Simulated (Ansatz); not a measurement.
# Si2As: the cost of one run

Program: Ansatz 0.2.0. Level of theory: DFT PBE, scalar-relativistic, plane waves, PAW. These are calculated values, not measurements.

### Step 1. The starting structure

Symmetry: Pnnm, No. 58, orthorhombic system. The conventional cell has a = 4.631 Å, b = 5.652 Å, c = 3.528 Å, α = 90.00°, β = 90.00°, γ = 90.00°. Si (site symmetry m) has 1 Si at 2.31 Å and 3 As at 2.33 to 2.35 Å as nearest neighbours. As (site symmetry 2/m) is surrounded by 6 Si at 2.33 to 2.35 Å.

As a file:

```xyz
6
Lattice="4.6309 0.0000 0.0000 0.0000 5.6520 0.0000 0.0000 0.0000 3.5284" Properties=species:S:1:pos:R:3 pbc="T T T"
Si    0.9280    2.1404    0.0000
Si    3.7029    3.5116    0.0000
Si    3.2435    0.6856    1.7642
Si    1.3874    4.9664    1.7642
As    0.0000    0.0000    0.0000
As    2.3155    2.8260    1.7642
```

This is candidate A: marcasite type (Pnnm, No. 58).

(A quick probe on a coarse mesh, which set the mesh and smearing, is not shown.)

### Step 3. Coarse relaxation (candidate A)

input.yaml

```yaml
crystal:
  lattice:
    - [4.6309391301, 0.0, 0.0]
    - [0.0, 5.6520254703, 0.0]
    - [0.0, 0.0, 3.5283742677]
  atoms:
    - { symbol: Si, position: [0.2004, 0.3787, 0.0] }
    - { symbol: Si, position: [0.7996, 0.6213, 0.0] }
    - { symbol: Si, position: [0.7004, 0.1213, 0.5] }
    - { symbol: Si, position: [0.2996, 0.8787, 0.5] }
    - { symbol: As, position: [0.0, 0.0, 0.0] }
    - { symbol: As, position: [0.5, 0.5, 0.5] }
basis:
  ecutwfc: 420
kpoints:
  mp_grid: { grid: [4, 4, 6] }
hamiltonian:
  xc: pbe
scf:
  occupations: { method: gaussian, width: 0.1 }
  lower_state_search: "off"
output:
  forces: true
  stress: true
  eigenvalues: true
relax:
  adjacent_minimum: "off"
  f_tol: 0.04
  max_steps: 70
  cell: { stress_tol: 0.4 }
```

Run with:

```bash
$ ansatz run input.yaml --threads 1 --pin off --max-ram 2560MiB --backend cpu --events-out ev --progress --plain --runs-dir out
```

**Question.** How long does this run take on 1 thread of Arm Neoverse V1, shared host, and how much memory does it need?

About 57 s, with a peak of 0.41 GiB.
